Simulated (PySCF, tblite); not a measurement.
**C6H12BNO: geometry, infrared bands, NMR shifts, electronic excitations and core binding energies**

Aim: predict the infrared bands, NMR shifts, electronic excitations and core binding energies of C6H12BNO (`C[O+](C)[B@H-](C#N)C1CC1`).

Programs: tblite 0.8.0 and PySCF 2.14.0, with density-fitted response routines of our own. Each step states its level of theory. These are calculated values for one molecule in the gas phase, unless marked as measured. Atoms count from 0, in the outputs and in this text.

## Step 1: Starting geometry

21 atoms, charge 0, multiplicity 1; geometry from: force field or distance geometry start.

Bonds of the start (Å): C0–O1 1.36, O1–C2 1.40, O1–B3 1.44, B3–C4 1.56, C4–N5 1.16, B3–C6 1.56, C6–C7 1.53, C7–C8 1.51, C8–C6 1.51, C0–H9 1.10, C0–H10 1.14, C0–H11 1.11, C2–H12 1.10, C2–H13 1.11, C2–H14 1.10, B3–H15 1.21, C6–H16 1.11, C7–H17 1.11, C7–H18 1.10, C8–H19 1.11, C8–H20 1.10.

## Step 2: Optimising the geometry with GFN2-xTB

What the job is given:

```
{"job": {"kind": "relax", "xc": "GFN2-xTB", "basis": "xTB"}, "charge": 0, "multiplicity": 1}
C     -1.560400     0.911900    -0.728300
O     -1.366700     0.075800     0.330400
C     -2.020900    -1.144400     0.121900
B     -0.002200    -0.094200     0.753700
C      0.138100     0.355400     2.237700
N      0.247600     0.709100     3.334100
C      1.105700     0.610400    -0.084300
C      2.480200    -0.024100     0.107900
C      1.788900    -0.102800    -1.229800
H     -1.208200     0.510800    -1.692800
H     -2.692600     0.943500    -0.863100
H     -1.284500     1.967600    -0.542900
H     -1.820800    -1.753300     1.021500
H     -3.097400    -0.892100    -0.021500
H     -1.582000    -1.580300    -0.786900
H      0.219300    -1.286500     0.730100
H      1.152000     1.721800    -0.062300
H      2.508600    -0.993400     0.652500
H      3.356700     0.628900     0.232400
H      2.327300     0.497700    -1.996700
H      1.302500    -1.044600    -1.514200
```

Launch:

```bash
$ OMP_NUM_THREADS=1 python probes_run.py task.json out
```

The driver reads the jobs from task.json and runs them one after another.

What it wrote:

```text
step      E/eV     max force
  0    -736.49581    3.427
  1    -736.85729    3.398
  2    -736.75151    7.426
  3    -737.10911    1.361
  4    -737.16758    0.903
  5    -737.23404    1.262
  6    -737.27699    0.651
  7    -737.30567    0.496
  8    -737.33222    0.441
  9    -737.35147    0.498
 10    -737.36503    0.272
 11    -737.37491    0.228
 12    -737.38283    0.309
 13    -737.39048    0.265
 14    -737.39921    0.208
 15    -737.40791    0.207
 16    -737.41479    0.206
 17    -737.42011    0.182
 18    -737.42494    0.159
 19    -737.42987    0.143
 20    -737.43504    0.179
 21    -737.44005    0.182
 22    -737.44500    0.163
 23    -737.45017    0.167
 24    -737.45496    0.178
 25    -737.45867    0.153
 26    -737.46141    0.125
 27    -737.46356    0.120
 28    -737.46562    0.097
 29    -737.46773    0.126
 30    -737.46982    0.124
 31    -737.47168    0.098
 32    -737.47304    0.086
 33    -737.47386    0.077
 34    -737.47445    0.054
 35    -737.47501    0.056
 36    -737.47563    0.075
 37    -737.47623    0.069
 38    -737.47675    0.057
 39    -737.47722    0.050
 40    -737.47771    0.062
 41    -737.47827    0.082
 42    -737.47875    0.068
 43    -737.47909    0.051
 44    -737.47933    0.048
 45    -737.47958    0.044
 46    -737.47984    0.078
 47    -737.48010    0.035
 48    -737.48033    0.030
 49    -737.48052    0.034
 50    -737.48075    0.043
 51    -737.48102    0.044
 52    -737.48135    0.044
 53    -737.48173    0.057
 54    -737.48214    0.060
 55    -737.48255    0.047
 56    -737.48293    0.055
 57    -737.48331    0.055
 58    -737.48376    0.075
 59    -737.48429    0.095
 60    -737.48478    0.085
 61    -737.48514    0.052
 62    -737.48541    0.037
 63    -737.48569    0.044
 64    -737.48598    0.056
 65    -737.48622    0.048
 66    -737.48639    0.033
 67    -737.48658    0.031
 68    -737.48685    0.047
 69    -737.48722    0.066
 70    -737.48760    0.065
 71    -737.48785    0.046
 72    -737.48801    0.035
 73    -737.48818    0.038
 74    -737.48838    0.050
 75    -737.48860    0.050
 76    -737.48878    0.030
 77    -737.48893    0.031
 78    -737.48910    0.043
 79    -737.48936    0.065
 80    -737.48978    0.096
 81    -737.49043    0.088
 82    -737.49129    0.074
 83    -737.49230    0.064
 84    -737.49329    0.068
 85    -737.49421    0.099
 86    -737.49484    0.071
 87    -737.49536    0.159
 88    -737.49573    0.054
 89    -737.49618    0.048
 90    -737.49649    0.051
 91    -737.49693    0.055
 92    -737.49737    0.071
 93    -737.49779    0.099
 94    -737.49822    0.107
 95    -737.49865    0.090
 96    -737.49911    0.042
 97    -737.49957    0.046
 98    -737.50005    0.096
 99    -737.50055    0.069
100    -737.50108    0.055
101    -737.50154    0.047
102    -737.50193    0.046
103    -737.50247    0.066
104    -737.50314    0.063
105    -737.50396    0.066
106    -737.50499    0.117
107    -737.50614    0.097
108    -737.50813    0.229
109    -737.51111    0.237
110    -737.51604    0.207
111    -737.51955    0.149
112    -737.52430    0.139
113    -737.52818    0.159
114    -737.53018    0.427
115    -737.53550    0.141
116    -737.53914    0.150
117    -737.54341    0.203
118    -737.54595    0.203
119    -737.54963    0.289
120    -737.55456    0.178
121    -737.55726    0.248
122    -737.55970    0.221
123    -737.56206    0.079
124    -737.56354    0.245
125    -737.56588    0.250
126    -737.56819    0.170
127    -737.57001    0.096
128    -737.57165    0.099
129    -737.57313    0.090
130    -737.57430    0.076
131    -737.57537    0.103
132    -737.57718    0.088
133    -737.57913    0.075
134    -737.58036    0.082
135    -737.58162    0.109
136    -737.58299    0.095
137    -737.58422    0.078
138    -737.58488    0.097
139    -737.58550    0.070
140    -737.58609    0.062
141    -737.58698    0.090
142    -737.58764    0.078
143    -737.58838    0.084
144    -737.58907    0.067
145    -737.58981    0.059
146    -737.59053    0.065
147    -737.59139    0.098
148    -737.59226    0.079
149    -737.59308    0.111
150    -737.59384    0.076
151    -737.59461    0.066
152    -737.59536    0.052
153    -737.59613    0.070
154    -737.59681    0.061
155    -737.59742    0.084
156    -737.59784    0.039
157    -737.59812    0.054
158    -737.59834    0.032
159    -737.59856    0.027
160    -737.59881    0.030
161    -737.59907    0.036
162    -737.59936    0.049
163    -737.59966    0.047
164    -737.59996    0.044
165    -737.60022    0.031
166    -737.60044    0.040
167    -737.60065    0.060
168    -737.60086    0.055
169    -737.60107    0.034
170    -737.60125    0.032
171    -737.60141    0.038
172    -737.60156    0.034
173    -737.60170    0.024
174    -737.60181    0.018
175    -737.60187    0.025
176    -737.60191    0.021
177    -737.60194    0.015
178    -737.60197    0.012
179    -737.60200    0.016
180    -737.60204    0.017
181    -737.60208    0.015
182    -737.60211    0.013
183    -737.60215    0.015
184    -737.60219    0.019
185    -737.60224    0.020
186    -737.60228    0.021
187    -737.60231    0.021
188    -737.60234    0.015
189    -737.60236    0.008
```

Wall time 1.1 s (1 thread of Arm Neoverse V2, shared host); peak memory 0.18 GiB.

Step by step: (not every step is listed) (the energy doesn't fall at every step)

```csv
step,energy from step 0 (eV),largest force (eV/Å)
0,0.0000,3.4270
1,-0.3615,3.3975
2,-0.2557,7.4265
3,-0.6133,1.3605
4,-0.6718,0.9028
5,-0.7382,1.2618
6,-0.7812,0.6509
7,-0.8099,0.4959
8,-0.8364,0.4414
25,-0.9629,0.1529
42,-0.9829,0.0684
59,-0.9885,0.0952
76,-0.9930,0.0295
93,-1.0020,0.0994
110,-1.0202,0.2073
127,-1.0742,0.0959
144,-1.0933,0.0671
161,-1.1033,0.0362
178,-1.1062,0.0121
184,-1.1064,0.0192
185,-1.1064,0.0197
186,-1.1065,0.0209
187,-1.1065,0.0212
188,-1.1065,0.0153
189,-1.1065,0.0077
```

Close pairs (by a distance rule), those that changed most:

```csv
bond,before (Å),after (Å),change (Å)
O1–B3,1.439,1.687,+0.248
C0–O1,1.363,1.418,+0.055
C0–H10,1.141,1.093,-0.048
B3–C6,1.558,1.604,+0.046
C7–H17,1.112,1.079,-0.033
C8–H19,1.113,1.082,-0.031
B3–H15,1.213,1.186,-0.027
C6–H16,1.113,1.089,-0.024
```

The end geometry stands in the next job.

## Step 3: Infrared spectrum with GFN2-xTB

What the job is given:

```
{"job": {"kind": "ir", "xc": "GFN2-xTB", "basis": "xTB"}, "charge": 0, "multiplicity": 1}
C     -1.921994     1.151610    -0.027445
O     -1.459837    -0.119357     0.398230
C     -1.646499    -1.110345    -0.595902
B      0.104491    -0.106927     1.029053
C      0.029629     0.971836     2.138449
N     -0.019664     1.784031     2.949848
C      1.139016     0.297101    -0.127747
C      2.576590    -0.141286    -0.037184
C      1.693410    -0.719231    -1.093667
H     -1.397592     1.488069    -0.926191
H     -2.994453     1.096578    -0.231338
H     -1.739952     1.853309     0.784528
H     -1.298464    -2.054085    -0.182437
H     -2.710055    -1.185143    -0.837012
H     -1.078714    -0.879589    -1.501390
H      0.227174    -1.204550     1.461716
H      1.022976     1.292765    -0.552774
H      2.859372    -0.774587     0.789775
H      3.349300     0.553061    -0.332484
H      1.862897    -0.424421    -2.120716
H      1.393448    -1.751897    -0.985785
```

What it wrote:

```text
mode    cm-1     km/mol
  1      46.3      1.49
  2      79.5      2.10
  3     107.7      5.25
  4     135.9      5.01
  5     160.4      2.97
  6     213.2      0.30
  7     218.5      0.29
  8     255.4      1.10
  9     274.4      2.34
 10     317.0      2.88
 11     358.1     37.56
 12     395.0      4.71
 13     456.5      4.95
 14     457.3     27.99
 15     558.8     61.11
 16     791.5      4.05
 17     830.5      2.98
 18     858.2      3.74
 19     890.5      1.20
 20     929.2     92.98
 21     962.9      7.19
 22     974.4     29.20
 23    1008.8     42.68
 24    1054.0     17.26
 25    1072.2      0.23
 26    1072.5      0.31
 27    1075.8     20.73
 28    1092.0     41.85
 29    1099.3      3.73
 30    1132.4      0.06
 31    1141.8     38.69
 32    1158.6      5.93
 33    1172.9      0.44
 34    1208.9      1.22
 35    1265.2      0.66
 36    1357.9      6.44
 37    1396.7      3.61
 38    1408.1      3.23
 39    1448.2      1.41
 40    1454.1      3.23
 41    1460.9      8.66
 42    1465.6     15.74
 43    1471.5     15.36
 44    1490.5      1.65
 45    2355.0    101.86
 46    2502.6    140.68
 47    2965.4     23.94
 48    2968.6      9.64
 49    2977.7     16.54
 50    2980.9     35.61
 51    2982.5     70.44
 52    3042.3      0.90
 53    3048.9      3.48
 54    3058.5     44.70
 55    3071.9     23.12
 56    3084.0     55.40
 57    3098.7     70.73
```

Wall time 0.65 s (1 thread of Arm Neoverse V2, shared host); peak memory 0.18 GiB.

The strongest bands and the atoms that carry them (share of the mass-weighted mode):

```csv
cm⁻¹,km/mol,atoms
559,61.1,"B3 57 %, C4 22 %"
929,93.0,"C0 29 %, C2 21 %, O1 20 %"
2355,101.9,"C4 58 %, N5 41 %"
2503,140.7,H15 93 %
2982,70.4,H16 89 %
3058,44.7,H19 88 %
3084,55.4,"H18 67 %, H17 19 %"
3099,70.7,H17 71 %
```

## Step 4: Geometry optimisation at PBE0-D3(BJ)/def2-SVP

What the job is given:

```
{"job": {"xc": "PBE0", "basis": "def2-SVP", "d3": "d3bj", "grid": 1, "shake": 0.01, "kind": "geom"}, "charge": 0, "multiplicity": 1}
C     -1.901580     1.126050    -0.023260
O     -1.465510    -0.123880     0.396070
C     -1.666700    -1.112660    -0.604550
B      0.137720    -0.104670     1.025530
C      0.026820     0.965160     2.127900
N     -0.023570     1.788850     2.947460
C      1.148590     0.295100    -0.127500
C      2.592050    -0.135830    -0.042240
C      1.691580    -0.713830    -1.074320
H     -1.400290     1.485630    -0.916170
H     -3.003320     1.093660    -0.222510
H     -1.734150     1.854220     0.791230
H     -1.326750    -2.043870    -0.192030
H     -2.726740    -1.182380    -0.830010
H     -1.083160    -0.890350    -1.501130
H      0.226650    -1.190490     1.469190
H      1.024910     1.303880    -0.554830
H      2.850110    -0.768750     0.795600
H      3.347150     0.545230    -0.330190
H      1.837960    -0.417520    -2.115800
H      1.377060    -1.751280    -0.995430
```

What it wrote:

```text
step   0  E = -389.89578170  max force = 0.033358
step   1  E = -389.90282662  max force = 0.006468
step   2  E = -389.90310093  max force = 0.002544
step   3  E = -389.90317340  max force = 0.001090
step   4  E = -389.90320711  max force = 0.000892
step   5  E = -389.90322543  max force = 0.000762
step   6  E = -389.90323610  max force = 0.000430
optimisation converged
```

It took 1.9 min on 1 thread of Arm Neoverse V2, shared host; peak memory 0.9 GiB.

Step by step:

```csv
step,energy from step 0 (eV),largest force component (eV/Å)
0,0.0000,1.7153
1,-0.1917,0.3326
2,-0.1992,0.1308
3,-0.2011,0.0561
4,-0.2021,0.0459
5,-0.2026,0.0392
6,-0.2028,0.0221
```

Close pairs (by a distance rule), those that changed most:

```csv
bond,before (Å),after (Å),change (Å)
O1–B3,1.722,1.652,-0.070
B3–H15,1.176,1.219,+0.043
B3–C4,1.540,1.578,+0.038
C0–O1,1.389,1.426,+0.038
C7–H18,1.057,1.094,+0.037
C6–C8,1.486,1.513,+0.026
C0–H10,1.120,1.099,-0.021
C2–H12,1.074,1.095,+0.021
```

The end geometry stands in the next job.

```csv
at the end point,value
point group (found at 0.08 Å tolerance),C1
"rotational constants (GHz, main isotopes)","1.739, 1.414, 0.899"
dipole moment (D),6.93
```

## Step 5: Shielding tensors: PBE0/pcSseg-1

What the job is given:

```
{"job": {"kind": "nmr", "xc": "PBE0", "basis": "pcSseg-1"}, "charge": 0, "multiplicity": 1}
C     -1.491220     0.930285     0.163681
O     -0.964973    -0.334106     0.561789
C     -1.284676    -1.397738    -0.329127
B      0.569865    -0.365655     1.172003
C      0.493259     0.668437     2.362036
N      0.435414     1.459182     3.209558
C      1.600026     0.025368     0.031406
C      3.005656    -0.508272     0.158168
C      2.123269    -1.015836    -0.932868
H     -1.045403     1.244543    -0.792898
H     -2.581965     0.840475     0.067417
H     -1.239387     1.645564     0.954500
H     -0.903294    -2.318272     0.124852
H     -2.377411    -1.448539    -0.436412
H     -0.806371    -1.234756    -1.306714
H      0.668555    -1.517876     1.558604
H      1.552480     1.045085    -0.370649
H      3.222862    -1.173008     0.999089
H      3.833941     0.153055    -0.110980
H      2.348163    -0.709688    -1.958652
H      1.744429    -2.039343    -0.847416
```

Level: GIAO PBE0/pcSseg-1 NMR shielding, non-relativistic, gas phase.

What it wrote:

```text
coarse grid: 17192 points
cycle   1  E = -390.0012153037  dE =  9.951e-01  |g| = 4.853e-01  |ddm| = 3.924e+00
cycle   2  E = -389.9526505006  dE =  4.856e-02  |g| = 7.034e-01  |ddm| = 9.942e-01
cycle   3  E = -390.0538601336  dE = -1.012e-01  |g| = 1.950e-01  |ddm| = 5.372e-01
cycle   4  E = -390.0614268326  dE = -7.567e-03  |g| = 6.960e-02  |ddm| = 1.696e-01
cycle   5  E = -390.0624434725  dE = -1.017e-03  |g| = 1.491e-02  |ddm| = 5.299e-02
cycle   6  E = -390.0624834938  dE = -4.002e-05  |g| = 4.956e-03  |ddm| = 1.317e-02
cycle   7  E = -390.0624876405  dE = -4.147e-06  |g| = 1.379e-03  |ddm| = 4.234e-03
final grid: 165120 points
cycle   8  E = -390.1260115919  dE = -4.946e-05  |g| = 1.617e-02  |ddm| = 3.795e-02
cycle   9  E = -390.1259600806  dE =  5.151e-05  |g| = 2.361e-02  |ddm| = 2.413e-02
cycle  10  E = -390.1260615889  dE = -1.015e-04  |g| = 2.216e-03  |ddm| = 1.444e-02
cycle  11  E = -390.1260626336  dE = -1.045e-06  |g| = 7.331e-04  |ddm| = 2.119e-03
cycle  12  E = -390.1260627342  dE = -1.006e-07  |g| = 2.783e-04  |ddm| = 5.833e-04
cycle  13  E = -390.1260627495  dE = -1.535e-08  |g| = 6.349e-05  |ddm| = 2.005e-04
cycle  14  E = -390.1260627505  dE = -9.387e-10  |g| = 1.302e-05  |ddm| = 6.214e-05
converged SCF energy = -390.1260627505

GIAO shielding tensors (ppm)
atom      isotropic    diamagn.    paramagn.     s11        s22        s33       span
  0 C      122.557     249.933    -127.377     90.678     95.549    181.444     90.766
  1 O      313.975     401.036     -87.060    273.030    327.316    341.579     68.549
  2 C      118.345     248.338    -129.993     81.238     93.382    180.414     99.176
  3 B       97.804     185.775     -87.971     71.291     96.027    126.093     54.801
  4 C       50.072     263.258    -213.186    -72.237    -68.704    291.158    363.395
  5 N      -77.074     339.733    -416.807   -258.781   -236.688    264.248    523.030
  6 C      186.403     249.902     -63.499    152.726    181.667    224.815     72.088
  7 C      182.264     256.419     -74.156    153.841    176.610    216.340     62.499
  8 C      177.108     250.636     -73.528    145.998    174.210    211.117     65.118
  9 H       27.936      32.870      -4.934     24.029     26.656     33.123      9.095
 10 H       28.113      30.133      -2.019     24.352     25.437     34.552     10.200
 11 H       26.341      31.654      -5.313     21.447     26.515     31.060      9.613
 12 H       27.511      30.364      -2.853     23.882     25.596     33.054      9.172
 13 H       27.999      29.587      -1.588     23.981     25.406     34.609     10.628
 14 H       27.518      32.359      -4.842     22.598     27.714     32.241      9.642
 15 H       29.021      31.113      -2.092     26.096     29.834     31.133      5.036
 16 H       31.667      33.767      -2.100     25.178     29.646     40.177     15.000
 17 H       31.147      30.679       0.468     25.081     28.153     40.206     15.125
 18 H       30.726      30.284       0.441     24.870     26.368     40.940     16.070
 19 H       30.819      30.390       0.429     25.434     26.384     40.639     15.205
 20 H       31.200      31.534      -0.334     26.091     28.219     39.289     13.198
```

Run time: 38 s. Hardware: 1 thread of Arm Neoverse V2, shared host; peak memory 1 GiB.

The references, computed at this level on geometries of the same kind, shield at (ppm): ¹H TMS 31.27, ¹³C TMS 184.4, ¹⁵N NH3 265.7, ¹⁷O H2O 334.6, ¹¹B BF3·OEt2 100.7. Their shielding less the atom's gives the shift. The references are single molecules in the gas phase, so shifts against H2O, NH3, PH3, H3PO4 or CFCl3 are not on the usual liquid scales and can be off by tens of ppm. Atoms listed in one row are averaged.

```csv
atoms,environment,σ (ppm),δ (ppm),δ scaled to CDCl3
C4,nitrile carbon,50.1,134.3,129.9
"C0, C2",methyl carbon bonded to O,120.5,64.0,61.6
C8,three-membered-ring carbon,177.1,7.3,6.6
C7,three-membered-ring carbon,182.3,2.1,1.6
C6,three-membered-ring carbon,186.4,-2.0,-2.4
"H9, H10, H11, H12, H13, H14",hydrogen on a methyl carbon bonded to O,27.57,3.70,3.72
H15,"hydrogen on a boron bonded to 2 C, O",29.02,2.25,–
H18,hydrogen on a three-membered-ring carbon,30.73,0.54,0.73
H19,hydrogen on a three-membered-ring carbon,30.82,0.45,0.64
H17,hydrogen on a three-membered-ring carbon,31.15,0.12,0.33
H20,hydrogen on a three-membered-ring carbon,31.20,0.07,0.28
H16,hydrogen on a three-membered-ring carbon,31.67,-0.40,-0.16
O1,donor oxygen of a Lewis adduct,314.0,20.6,–
B3,"boron bonded to 2 C, O, H",97.8,2.9,–
N5,nitrile nitrogen,-77.1,342.7,–
```

The scaled column applies a straight-line fit of computed shieldings to shifts measured in CDCl3 (root-mean-square error 0.21 ppm for H, 2.0 ppm for C).

The run also stored atomic charges by several schemes (e):

```csv
atoms,Mulliken,IAO,Hirshfeld,ESP fit
"C0, C2",-0.05,-0.21,-0.01,-0.27
O1,-0.55,-0.17,0.02,0.03
B3,0.43,-0.03,0.06,-0.40
C4,-0.13,0.04,-0.01,0.38
N5,-0.28,-0.27,-0.25,-0.50
C6,-0.47,-0.26,-0.13,0.12
C7,-0.20,-0.26,-0.08,-0.40
C8,-0.22,-0.29,-0.10,-0.30
```

Mayer bond orders: C0–O1 0.84, O1–C2 0.84, O1–B3 0.41, B3–C4 0.84, C4–N5 2.93, B3–C6 0.94, C6–C7 0.96, C7–C8 0.98, C8–C6 0.96.

Ring of atoms C6, C7, C8: NICS(0) -44.5, NICS(1) -8.7, NICS(1)zz -23.4 ppm (means of both faces).

In rings of three or four atoms NICS is ruled by the nearby σ bonds, so it says little on aromaticity.

[end of part 1 of 2]
